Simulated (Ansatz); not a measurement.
# C2H10BNSi: the cost of one run

Method: the settings change from run to run; program: Ansatz 0.2.0, Gaussian basis.

### 1 The geometry

An earlier PBE0-D4 in a triple-zeta def2 set relaxation fixed the geometry.

SMILES `BN([SiH3])CC`, 15 atoms, charge 0, spin multiplicity 1.

Atoms are counted from 1 here; the program's logs count them from 0.

Bond lengths: B1–N2 1.396 Å, B1–H6 1.200 Å, B1–H7 1.197 Å, N2–Si3 1.750 Å, N2–C4 1.467 Å, Si3–H8 1.488 Å, Si3–H9 1.479 Å, Si3–H10 1.488 Å, C4–C5 1.517 Å, C4–H11 1.092 Å, C4–H12 1.097 Å, C5–H13 1.093 Å, C5–H14 1.092 Å, C5–H15 1.092 Å. Angles: N2–B1–H6 119.1°, N2–B1–H7 119.6°, H6–B1–H7 121.3°, B1–N2–Si3 122.5°, B1–N2–C4 121.0°, Si3–N2–C4 116.6°, N2–Si3–H8 109.2°, N2–Si3–H9 109.1°, N2–Si3–H10 110.4°, H8–Si3–H9 110.7°, H8–Si3–H10 107.2°, H9–Si3–H10 110.1°, N2–C4–C5 112.5°, N2–C4–H11 108.2°, N2–C4–H12 109.3°, C5–C4–H11 110.0°, C5–C4–H12 109.9°, H11–C4–H12 106.7° and more.

Coordinates:

```mol
C2H10BNSi
  3D, bonds by distance, orders not assigned

 15 14  0  0  0  0  0  0  0  0999 V2000
    0.9785    1.6117   -0.0414 B   0  0
    0.5654    0.2847    0.0891 N   0  0
    0.9145   -0.6716    1.5119 Si  0  0
   -0.1782   -0.3831   -0.9843 C   0  0
   -1.6804   -0.2684   -0.8091 C   0  0
    0.7418    2.1989   -1.0612 H   0  0
    1.5633    2.1401    0.8598 H   0  0
    1.7559   -1.8368    1.1248 H   0  0
    1.6160    0.1730    2.5032 H   0  0
   -0.3433   -1.2107    2.0969 H   0  0
    0.1219    0.0618   -1.9358 H   0  0
    0.1138   -1.4394   -1.0243 H   0  0
   -2.2018   -0.7887   -1.6161 H   0  0
   -2.0046   -0.7028    0.1392 H   0  0
   -1.9848    0.7804   -0.8232 H   0  0
  1  2  8  0
  2  3  8  0
  2  4  8  0
  4  5  8  0
  1  6  8  0
  1  7  8  0
  3  8  8  0
  3  9  8  0
  3 10  8  0
  4 11  8  0
  4 12  8  0
  5 13  8  0
  5 14  8  0
  5 15  8  0
M  END
```

### 2 PBE/def2-TZVPP

Options: unrestricted orbitals, atoms shaken by 0.08 Å, D4 dispersion.

File in.yaml:

```yaml
crystal:
  periodic: [false, false, false]
  atoms:
    - {symbol: B, position_ang: [1.087429, 1.656384, 0.013114]}
    - {symbol: N, position_ang: [0.671221, 0.351760, 0.074375]}
    - {symbol: Si, position_ang: [0.899144, -0.732878, 1.561666]}
    - {symbol: C, position_ang: [-0.051866, -0.304770, -1.071219]}
    - {symbol: C, position_ang: [-1.708480, -0.263231, -0.862503]}
    - {symbol: H, position_ang: [0.682677, 2.278527, -1.088031]}
    - {symbol: H, position_ang: [1.644470, 2.229234, 0.874342]}
    - {symbol: H, position_ang: [1.776977, -1.806576, 1.139674]}
    - {symbol: H, position_ang: [1.620151, 0.028718, 2.523829]}
    - {symbol: H, position_ang: [-0.356675, -1.062981, 1.956107]}
    - {symbol: H, position_ang: [0.133529, 0.119364, -1.727766]}
    - {symbol: H, position_ang: [0.120245, -1.531205, -1.022507]}
    - {symbol: H, position_ang: [-2.239248, -0.869029, -1.664140]}
    - {symbol: H, position_ang: [-1.998083, -0.676970, 0.278745]}
    - {symbol: H, position_ang: [-2.111154, 0.736565, -0.849840]}
basis:
  gaussian: {orbitals: def2-TZVPP}
magnetization: {spin_polarized: true, initial_magnetization: 0}
hamiltonian: {xc: {name: PBE}, dispersion: d4}
```

Launch:

```bash
> ansatz run in.yaml --threads 4 --pin off --events-out ev --progress --plain --max-ram 10444MiB
```

Q: Estimate wall time and peak memory on 4 threads of Arm Neoverse N1, shared host.

About 8 s, with a peak of 0.53 GiB.
